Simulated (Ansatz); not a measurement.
Consider a scan of the Hubbard U of BaTiO₃, space group P4mm (Ansatz 0.2.0, Python API).

`batio3.py`
```python
import logging
import sys
import warnings

import ansatz as az
import numpy as np
import pandas as pd

logging.basicConfig(stream=sys.stdout, format='[%(levelname)s] %(message)s')
logger = logging.getLogger('batio3')
logger.setLevel(logging.INFO)

SMEARING = 'Fermi-Dirac'
WIDTH_EV = 0.02


def count_gap(report):
    # lowest empty less highest filled band, counting bands; zero where they overlap
    return max(report.get('gap_by_band_count_ev') or 0.0, 0.0)


def main() -> None:
    warnings.simplefilter('ignore', az.DeckWarning)

    cell = (
        az.Lattice.from_parameters(3.9998, 3.9998, 4.018, alpha=90.0, beta=90.0, gamma=90.0)
        .atom('Ba', (0.0, 0.0, 0.0))
        .atom('Ti', (0.5, 0.5, 0.49))
        .atom('O', (0.5, 0.5, 0.019))
        .atom('O', (0.5, 0.0, 0.517))
        .atom('O', (0.0, 0.5, 0.517))
    )

    base = cell.calculation()
    base = base.functional(az.Functional.PBE)
    base = base.kpoints(6)
    base = base.occupations(SMEARING, width=WIDTH_EV)
    base = base.band_table()
    rows = []
    for u in [1.0, 3.0, 5.0, 7.0]:
        report = base.hubbard('Ti', 'd', u_eff=u).run().report
        shell = report['hubbard']['n_scf']
        rows.append((u, count_gap(report), sum(shell) / len(shell), report['n_iterations']))
    print(pd.DataFrame(rows, columns=['U_eff eV', 'gap by band count eV', 'Ti d occupation (projector)', 'iterations']).round(4).to_string(index=False))
    logger.info('eigenvalues of the first occupation matrix at the last U, by spin:')
    for channel in report['hubbard']['n_eig'][0]:
        print('  ', ' '.join(f'{n:.3f}' for n in channel))


if __name__ == '__main__':
    main()
```

What does raising U do here?

From U = 1 to 7 eV the gap on the mesh goes from 1.94 eV to 2.77 eV.

The run itself:

```console
$ python batio3.py
 U_eff eV  gap by band count eV  Ti d occupation (projector)  iterations
      1.0                1.9381                       2.3252           9
      3.0                2.1696                       2.2375          10
      5.0                2.4436                       2.1449          10
      7.0                2.7710                       2.0476           9
[INFO] eigenvalues of the first occupation matrix at the last U, by spin:
   0.145 0.152 0.152 0.285 0.289
```

Reading the output:
- Spin is left out of this run.
- Semilocal gaps usually lie well under measured ones.
- Of the deposited cell: the entry's cell lengths or inner coordinates differ somewhat from later room-temperature determinations.
- In a crystal with a gap the Fermi level's place inside it depends on smearing and mesh.
- The starting cell is as deposited in a crystallographic database; the results hold for this polymorph, which needn't be the stable one.
- Levels are Kohn-Sham eigenvalues on this mesh, without spin-orbit coupling.
- Shell occupations and the effect of U depend on the projectors; a run with no .spin step is spin-unpolarised, and each U may end in a state that isn't the lowest.
- The whole script took 28 s on 1 thread of Intel(R) Xeon(R) Processor @ 2.30GHz, with other jobs on the host, peak memory 0.63 GiB.
